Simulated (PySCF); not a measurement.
# C2H8AsB: geometry, NMR shifts, spin-spin couplings, electronic excitations and core binding energies

Wanted: the NMR shifts, spin-spin couplings, electronic excitations and core binding energies of C2H8AsB (`CCB[AsH2]`), by calculation.

Computed with PySCF 2.14.0, with density-fitted response routines of our own, on a single molecule in the gas phase. Atoms count from 0, in the outputs and in this text.

## Step 1: The starting structure

12 atoms, charge 0, multiplicity 1; geometry from: GFN2-xTB.

Bonds of the start (Å): C0–C1 1.53, C1–B2 1.57, B2–As3 2.00, C0–H4 1.09, C0–H5 1.09, C0–H6 1.09, C1–H7 1.10, C1–H8 1.10, B2–H9 1.18, As3–H10 1.50, As3–H11 1.50.

## Step 2: Geometry optimisation at PBE0-D3(BJ)/def2-SVP

Job settings and geometry (Å):

```
{"job": {"xc": "PBE0", "basis": "def2-SVP", "d3": "d3bj", "grid": 1, "kind": "geom"}, "charge": 0, "multiplicity": 1}
C     -1.846803     0.033186    -0.279427
C     -0.384755     0.468705    -0.159946
B      0.678701    -0.672317     0.047642
As     2.617823    -0.347928    -0.312133
H     -2.508023     0.893722    -0.372272
H     -1.983753    -0.596388    -1.156118
H     -2.148628    -0.536564     0.596819
H     -0.296600     1.140830     0.704851
H     -0.128386     1.094927    -1.023898
H      0.320878    -1.745811     0.365160
H      2.622993     1.081447     0.151221
H      3.057752    -0.814495     1.044462
```

**Question.** This job is followed by: GIAO PBE0/pcSseg-1 NMR shielding, non-relativistic, gas phase; B3LYP/pcJ-1 As:pcSseg-1 indirect spin-spin coupling, non-relativistic, gas phase; TDDFT CAM-B3LYP/def2-SVPD, vertical, gas phase, core orbitals frozen in the response; GIAO KT2/pcSseg-2 NMR shielding, non-relativistic, gas phase; delta-SCF UKS SCAN, pcX-2 on the ionised atom, pcseg-1 elsewhere, spin-free X2C. What will the session give for the following? point group; rotational constants (main isotopes); ¹³C shifts against TMS (PBE0/pcSseg-1); ¹H shifts against TMS (PBE0/pcSseg-1, means over atoms taken as alike); ¹¹B shifts against BF3·OEt2 (PBE0/pcSseg-1); ⁷⁵As shifts against AsH3 (PBE0/pcSseg-1); largest coupling of the table (B3LYP/pcSseg-1+pcJ-1); lowest singlet (CAM-B3LYP/def2-SVPD); brightest single state of those computed; lowest triplet; vertical ionisation energy (ΔSCF); vertical electron affinity (ΔSCF); C1s binding energies, SCAN/pcX-2; range of the shift of As3.

As calculated:

```
                                                              quantity                                             value
                                                           point group                                                C1
                                  rotational constants (main isotopes)                             21.66, 1.48, 1.45 GHz
                                ¹³C shifts against TMS (PBE0/pcSseg-1)                                    32.6, 13.9 ppm
¹H shifts against TMS (PBE0/pcSseg-1, means over atoms taken as alike)                        9.14, 3.17, 1.76, 1.24 ppm
                           ¹¹B shifts against BF3·OEt2 (PBE0/pcSseg-1)                                         104.6 ppm
                              ⁷⁵As shifts against AsH3 (PBE0/pcSseg-1)                                           175 ppm
                  largest coupling of the table (B3LYP/pcSseg-1+pcJ-1)                           ¹J(B,H) B2–H9, 140.9 Hz
                                  lowest singlet (CAM-B3LYP/def2-SVPD)                       4.66 eV (266 nm), f = 0.051
                              brightest single state of those computed                       state 6, 7.45 eV, f = 0.261
                                                        lowest triplet                                           3.83 eV
                                     vertical ionisation energy (ΔSCF)                                           9.35 eV
                                     vertical electron affinity (ΔSCF)  -0.32 eV (unbound: the value hangs on the basis)
                                      C1s binding energies, SCAN/pcX-2                           C0 290.60, C1 290.27 eV
                                             range of the shift of As3                                    175 to 184 ppm
```

In words: The optimisation took 9 steps and gained 0.093 eV; among the close pairs (by a distance rule), B2–H9 changed most, from 1.175 to 1.213 Å. At PBE0/pcSseg-1: Shielding is most anisotropic at As3 (span 326 ppm, paramagnetic term -1143 ppm). In the run at B3LYP/pcSseg-1+pcJ-1, the largest coupling of the table is B2–H9, 140.9 Hz, of which the Fermi-contact term gives 141.3 Hz. Couplings across rotatable bonds belong to this one conformer; where others are populated, the observed values are averages. The first singlet state (HOMO→LUMO 0.87, HOMO−1→LUMO 0.09) lies at 4.66 eV and is bright; of the 10 states computed, the strongest absorption comes from state 6 at 7.45 eV. The lowest triplet lies 0.83 eV below the lowest singlet (triplets in Tamm-Dancoff, singlets in full TDDFT). ΔSCF puts the ionisation energy at 9.35 eV, 0.95 eV above −ε(HOMO). C0 (methyl carbon) binds its C1s electron 0.33 eV more tightly than C1 (sp3 CH2 bonded to B). In ppm, As3 moves most: its shift spreads over 9 ppm, from 175 (PBE0/pcSseg-1) to 184 (KT2/pcSseg-2). Spin-orbit coupling is left out, which matters for shieldings and couplings at and beside the heavy atoms.
